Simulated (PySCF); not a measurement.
# Ru (Ru3+): the cost of one run

Computed with PySCF 2.14.0 and routines of our own; the level stands in each step. Atoms count from 0.

### 1 The system as given

1 atom, charge 3, states of the metal's open shell are computed; geometry from: free ion.

### 2 Ligand-field states: state-averaged CASSCF

Job settings and geometry (Å):

```
{"job": {"kind": "lf", "basis": {"metal": "x2c-TZVPall", "ligand": "x2c-SVPall"}, "nevpt": true}, "charge": 3, "metal": "Ru", "open_shell": "d5"}
Ru     0.000000     0.000000     0.000000
```

Level: state-averaged CASSCF of the metal d shell, SC-NEVPT2 on the averaged canonical orbitals, state-interaction spin-orbit coupling.

Started as:

```bash
> OMP_NUM_THREADS=1 python lf_run.py task.json out
```

The driver reads the jobs from task.json and runs them one after another.

Q: Estimate the wall time and peak memory of this first job on 1 thread of Arm Neoverse V2, shared host.

About 5.7 s, with a peak of 0.2 GiB.
